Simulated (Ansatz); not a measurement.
What does this script print? It uses Ansatz 0.2.0 through its Python package.

`c2hf3ge.xyz`
```text
7

C     0.60450   -1.96820    0.43110
C     0.21970   -0.79490    0.16900
Ge   -0.33200    0.98700   -0.23600
F    -1.80600    0.98580   -0.99000
F     0.87430    1.70610   -1.32670
F    -0.37420    1.93050    1.26470
H     0.87490   -2.91440    0.64230
```

`freq_c2hf3ge.py`:
```python
"""Harmonic frequencies of C2HF3Ge at its relaxed geometry."""

import itertools

import ansatz as az
from ase import Atoms
from ase.data import atomic_numbers, covalent_radii
from ase.thermochemistry import IdealGasThermo
import numpy as np

BASIS_SET = "def2-SVP"
XC = "pbe0"

system = az.Crystal.molecule_from_extxyz("c2hf3ge.xyz")

calc = (
    system.calculation()
    .basis(gaussian=BASIS_SET)
    .functional(XC)
)
symbols = [site.symbol for site in system.cartesian_sites]
start = np.array([site.position_ang for site in system.cartesian_sites], dtype=float)
data = calc.relax(force_tolerance=0.003, max_steps=100).run(threads=1, backend="cpu").report
end = np.array(data["positions_ang"])

# pairs closer than 1.2 times the sum of covalent radii, before or after
radius = [covalent_radii[atomic_numbers[s]] for s in symbols]
span = lambda where, i, j: np.linalg.norm(where[i] - where[j])
bonded = [(i, j) for i, j in itertools.combinations(range(len(symbols)), 2) if min(span(start, i, j), span(end, i, j)) < 1.2 * (radius[i] + radius[j])]
print("pair        before    after (A)")
for i, j in bonded:
    print(f"{symbols[i]}{i}-{symbols[j]}{j}".ljust(10), f"{span(start, i, j):8.4f} {span(end, i, j):8.4f}")
for first, second in list(itertools.combinations(bonded, 2)):
    shared = set(first) & set(second)
    if shared and symbols[(j := shared.pop())] != "H":
        i, k = sorted((set(first) | set(second)) - {j})
        u, v = end[i] - end[j], end[k] - end[j]
        angle = np.degrees(np.arccos(np.clip(u @ v / np.linalg.norm(u) / np.linalg.norm(v), -1, 1)))
        print(f"final angle {symbols[i]}{i}-{symbols[j]}{j}-{symbols[k]}{k}: {angle:.2f} deg")

# same settings at the minimum
minimum = az.Crystal.molecule()
for symbol, place in zip(symbols, end):
    minimum = minimum.atom(symbol, place.tolist())
vibrating = (
    minimum.calculation()
    .basis(gaussian=BASIS_SET)
    .functional(XC)
    .phonons(temperatures=(200, 600, 100))
)
vib = vibrating.run(threads=1, backend="cpu").report["vibrations"]
sums = vib["harmonic_sums"]
modes = [m["omega_inv_cm"] for m in sums["modes_at_gamma"] if m["rigid_motion"] == "no"]
print("frequencies (1/cm):", " ".join(f"{w:.0f}" for w in modes))
print("imaginary modes:", sum(w < 0 for w in modes), " zero-point energy:", round(sums["zero_point_energy_ev"], 4), "eV")
# rigid rotor and ideal gas, symmetry number taken as one
gas = IdealGasThermo(vib_energies=[w / 8065.544 for w in modes if w > 0], geometry="linear" if len(modes) == 3 * len(symbols) - 5 else "nonlinear",
                     atoms=Atoms(symbols, positions=end), symmetrynumber=1, spin=0.0)
print(f"H(298 K) - E = {gas.get_enthalpy(298.15, verbose=False):.4f} eV")
print(f"S(298 K, 1 bar) = {96485.33 * gas.get_entropy(298.15, 1e5, verbose=False):.1f} J/(mol K) with symmetry number 1")
```

```console
$ python freq_c2hf3ge.py
pair        before    after (A)
C0-C1        1.2623   1.2133
C0-H6        1.0065   1.0772
C1-Ge2       1.9088   1.8617
Ge2-F3       1.6557   1.7092
Ge2-F4       1.7782   1.7092
Ge2-F5       1.7732   1.7092
final angle C1-C0-H6: 180.00 deg
final angle C0-C1-Ge2: 179.95 deg
final angle C1-Ge2-F3: 112.22 deg
final angle C1-Ge2-F4: 112.24 deg
final angle C1-Ge2-F5: 112.22 deg
final angle F3-Ge2-F4: 106.58 deg
final angle F3-Ge2-F5: 106.60 deg
final angle F4-Ge2-F5: 106.56 deg
frequencies (1/cm): 118 118 225 225 271 329 329 561 746 769 769 783 783 2191 3469
imaginary modes: 0  zero-point energy: 0.7244 eV
H(298 K) - E = 0.9441 eV
S(298 K, 1 bar) = 353.8 J/(mol K) with symmetry number 1
```

Caveats:
- The frequencies are harmonic and unscaled, in a modest basis.
- The entropy takes a symmetry number of 1; a symmetric molecule's is lower by R ln(sigma).
- Hardware and time: 3.1 min on 1 thread of Arm Neoverse V1, on a shared host, peak memory 0.38 GiB.
